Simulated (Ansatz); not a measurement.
# SbTeH₃: vertical ionisation energy

An exercise on one series of results from a longer session: the logs are not shown, and one member is left open.

Program: Ansatz 0.2.0, Gaussian basis. Level of theory: unrestricted cation, the program's frozen cores in correlated methods. These are calculated values, not measurements.

The runs, in order: UKS PBE-D4/def2-TZVPP; UKS r2SCAN-D4/def2-TZVPP; UKS PBE0-D4/def2-TZVPP; UKS B3LYP-D4/def2-TZVPP; UKS wB97X-V/def2-TZVPP; UKS wB97M-V/def2-TZVPP; UKS B2PLYP/def2-TZVPP; UHF-CCSD(T)/def2-TZVPP; UHF-MP2/def2-QZVPP; extrapolation to the limit; then −ε(HOMO) from the neutral's earlier runs with LDA (SPW92), PBE-D4, revPBE-D4, BLYP-D4, r2SCAN-D4, B97M-V, PBE0-D4, B3LYP-D4, r2SCANh-D4, r2SCAN0-D4, HSE06-D4, BHLYP-D4, CAM-B3LYP-D4, LC-ωPBE, ωB97X-V, ωB97M-V.

## Structure used throughout

All runs share one geometry, relaxed beforehand with PBE0-D4 in a triple-zeta def2 set. Sb, Te take the def2 core potential; no spin-orbit term is included.

SMILES `[SbH2][TeH]`, 5 atoms, charge 0, spin multiplicity 1.

Atoms are counted from 1 here; the program's logs count them from 0.

Bond lengths: Sb1–Te2 2.765 Å, Sb1–H3 1.709 Å, Sb1–H4 1.709 Å, Te2–H5 1.657 Å. Angles: Te2–Sb1–H3 94.9°, Te2–Sb1–H4 94.8°, H3–Sb1–H4 91.0°, Sb1–Te2–H5 94.2°.

The first run:

in.yaml reads:

```yaml
crystal:
  periodic: [false, false, false]
  atoms:
    - {symbol: Sb, position_ang: [-0.747029, -0.990333, -0.532086]}
    - {symbol: Te, position_ang: [0.189948, 1.569333, -0.994585]}
    - {symbol: H, position_ang: [-1.197521, -0.689541, 1.088438]}
    - {symbol: H, position_ang: [0.764378, -1.608461, -0.029183]}
    - {symbol: H, position_ang: [1.040024, 1.645401, 0.426117]}
basis:
  gaussian: {orbitals: def2-TZVPP}
total_charge: 1
magnetization: {spin_polarized: true, initial_magnetization: 1}
hamiltonian: {xc: pbe, dispersion: d4}
```

The run is started by

```
$ ansatz run in.yaml --threads 2 --pin off --events-out ev --progress --plain --max-ram 4352MiB
```

Among the steps run: Cation, UKS PBE-D4/def2-TZVPP; Cation, UKS r2SCAN-D4/def2-TZVPP; Cation, UKS PBE0-D4/def2-TZVPP; Cation, UKS B3LYP-D4/def2-TZVPP; Cation, UKS wB97X-V/def2-TZVPP; Cation, UKS wB97M-V/def2-TZVPP; Cation, UKS B2PLYP (frozen core)/def2-TZVPP; Cation, UHF-CCSD(T)/def2-TZVPP; Cation, UHF-MP2/def2-QZVPP.

One table of the session follows, with a row left open; its other results are not shown here.

It belongs to the step «Ionisation energies side by side». For comparison, −ε(HOMO) of the neutral from earlier runs:

| functional | −ε(HOMO) (eV) |
| --- | --- |
| LDA (SPW92) | 5.54 |
| PBE-D4 | 5.41 |
| revPBE-D4 | 5.36 |
| BLYP-D4 | 5.23 |
| r2SCAN-D4 | 5.66 |
| B97M-V | 5.65 |
| PBE0-D4 | 6.44 |
| B3LYP-D4 | 6.21 |
| r2SCANh-D4 | 6.03 |
| r2SCAN0-D4 | ? |
| HSE06-D4 | 6.05 |
| BHLYP-D4 | 7.30 |
| CAM-B3LYP-D4 | 7.63 |
| LC-ωPBE | 8.94 |
| ωB97X-V | 8.62 |
| ωB97M-V | 8.50 |

Estimate the missing values for r2SCAN0-D4.

Worked estimate for «−ε(HOMO) (eV)». Against the share of exact exchange, r2SCAN-D4 (0, 5.66), r2SCANh-D4 (0.1, 6.03) give a slope of 3.70 per unit share; at 0.25 the line stands at 6.58.

The run gave: −ε(HOMO) (eV): 6.60. In «−ε(HOMO) (eV)» the line misses by -0.02.

Limits of these values: The cation may have settled in a state other than its lowest; no search over hole states beyond the program's own was made.
